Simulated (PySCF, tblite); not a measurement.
# C₆H₉BP radical: geometry, infrared bands and EPR parameters

Aim: predict the infrared bands and EPR parameters of C₆H₉BP radical (`C=CB(P)C1=[C]CC1`).

Programs: tblite 0.8.0 and PySCF 2.14.0, with density-fitted response routines of our own. Each step states its level of theory. These are calculated values for one molecule in the gas phase, unless marked as measured. Atoms count from 0, in the outputs and in this text.

## 1. The starting structure

17 atoms, charge 0, multiplicity 2; geometry from: force field or distance geometry start.

Bonds of the start (Å): C0–C1 1.35, C1–B2 1.55, B2–P3 1.94, B2–C4 1.59, C4–C5 1.29, C5–C6 1.45, C6–C7 1.49, C7–C4 1.45, C0–H8 1.08, C0–H9 1.09, C1–H10 1.08, P3–H11 1.46, P3–H12 1.47, C6–H13 1.12, C6–H14 1.12, C7–H15 1.11, C7–H16 1.12.

## 2. Optimising the geometry with GFN2-xTB

Job settings and geometry (Å):

```
{"job": {"kind": "relax", "xc": "GFN2-xTB", "basis": "xTB"}, "charge": 0, "multiplicity": 2}
C      3.013400     0.668500    -0.175800
C      1.937300     0.179600     0.471800
B      0.727400    -0.333900    -0.342900
P      0.728200    -2.190100    -0.899900
C     -0.652300     0.391700    -0.014800
C     -0.967000     1.522600     0.510600
C     -2.392700     1.317000     0.386100
C     -2.030600     0.009000    -0.226600
H      3.041100     0.727200    -1.255100
H      3.846000     1.017900     0.432800
H      1.897700     0.110400     1.545200
H     -0.441600    -2.903100    -0.391300
H      1.865600    -2.865300    -0.261500
H     -2.840900     1.238100     1.414000
H     -2.953200     2.024500    -0.272300
H     -2.388000    -0.027500    -1.280700
H     -2.397400    -0.874700     0.350700
```

The run is started by

```
> OMP_NUM_THREADS=1 python probes_run.py task.json out
```

This one command runs all jobs of the session in turn.

**Question.** This job is followed by: GFN2-xTB harmonic vibrations, gas phase; UKS B3LYP, pcH-1 on B C H P, non-relativistic, mean-field spin-orbit, GIAO. What will the session give for the following? strongest single infrared mode (GFN2-xTB); zero-point energy (GFN2-xTB); g(iso) (B3LYP); ⟨S²⟩; largest a(iso) (averaged by class); potential on the surface of density 0.002 e/bohr³, 1st and 99th percentile.

As calculated:

```
                                                                  quantity                  value
                                 strongest single infrared mode (GFN2-xTB)  2387 cm⁻¹, 144 km/mol
                                              zero-point energy (GFN2-xTB)          79.0 kcal/mol
                                                            g(iso) (B3LYP)                2.00208
                                                                      ⟨S²⟩     0.759 (exact 0.75)
                                        largest a(iso) (averaged by class)   13C on C5, 332.5 MHz
potential on the surface of density 0.002 e/bohr³, 1st and 99th percentile     -0.91 V and 0.89 V
```

In words: Relaxing lowered the energy by 1.309 eV in 108 steps; the close pair that moved most is C4–C7, from 1.446 to 1.539 Å. No mode is imaginary among the 45: a minimum at this level. The strongest single mode, at 2387 cm⁻¹, moves mainly H12 and H11. GFN2-xTB is a fitted tight-binding method: band positions and strengths are rough. Its intensities can rank the bands wrongly. Most of the unpaired spin sits on C5 (0.90 e). The isotropic g lies 0.2 ppt below the free-electron value. These values are for one conformer; the search (at its own cheap level) found 2 more, at 0.01, 3.43 kcal/mol (those within 0.05 may be mirror or relabelled copies), and measured spectra average over such forms.
